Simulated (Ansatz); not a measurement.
**BGeO (doublet): wave-function methods side by side at a displaced geometry (v2), cc-pVDZ**

The task here is to estimate one member of a computed series from the others.

Computed with Ansatz 0.2.0, Gaussian basis. Level: cc-pVDZ, core rule «outside noble gas», up to 16 orbitals frozen.

To be run: UHF; CCSD(T) on ROHF; CCSD(T) on UHF; BCCD(T) on ROHF; CISD; CCSDT(Q) on ROHF; CCSDT(Q) on UHF.

26 further runs of the same task are left out: 6 for a known fault of the program, 9 that didn't finish, 11 set aside as unsound or not needed.

## The system

The geometry is a PBE0/def2-TZVP stationary point (not a proven minimum) with its atoms shifted at random (size 0.100 Å). No spin-orbit coupling is included. The filled d shell of Ge may be among the frozen orbitals whatever the setting's name suggests; the logs give the count.

3 atoms, charge 0, spin multiplicity 2.

Atoms are counted from 1 here; the program's logs count them from 0.

Bond lengths: B1–O2 1.305 Å, O2–Ge3 1.820 Å. Angles: B1–O2–Ge3 170.2°.

Set-up of the first run:

in.yaml

```yaml
crystal:
  periodic: [false, false, false]
  atoms:
    - {symbol: B, position_ang: [0.084376, 0.005225, -1.468802]}
    - {symbol: O, position_ang: [-0.080498, 0.013599, -0.174709]}
    - {symbol: Ge, position_ang: [-0.003878, -0.018825, 1.643511]}
basis:
  gaussian: {orbitals: cc-pVDZ}
magnetization: {spin_polarized: true, initial_magnetization: 1}
hamiltonian: {xc: hf}
output: {orbitals: {seedname: orbitals}}
```

Run with:

```bash
$ ansatz run in.yaml --threads 1 --pin off --events-out ev --progress --plain --max-ram 2393MiB
```

Among the steps run: UHF; CCSD(T) on ROHF; CCSD(T) on UHF; BCCD(T) on ROHF; CISD; CCSDT(Q) on ROHF; CCSDT(Q) on UHF.

One of the session's tables, all rows but one given; the rest of the session is left out.

It belongs to the step «Misses and costs». 

```
   method  from UCCSDT(Q) (meV)
     ROHF                     ?
      UHF               +9077.4
     RMP2               +1042.3
     UMP2               +1047.1
    RCCSD                +341.7
    UCCSD                +336.8
 RCCSD(T)                 +54.4
 UCCSD(T)                 +51.5
  BCCD(T)                 +46.8
   RCCSDT                 +33.9
   UCCSDT                 +30.8
RCCSDT(Q)                  +7.2
UCCSDT(Q)                     0
```

Estimate the missing values for ROHF.

**Answer.** from UCCSDT(Q) (meV): +9179.2. In the column «from UCCSDT(Q) (meV)» it is the highest.

Not comparable, so not listed: CISD (they don't share determinant, frozen orbitals or solution with the rows shown, or repeat one).

Caveats from the session: Restricted and unrestricted rows rest on different reference determinants; where their highest levels disagree by more than a few hundredths of an eV, they describe different states and don't form one ladder.
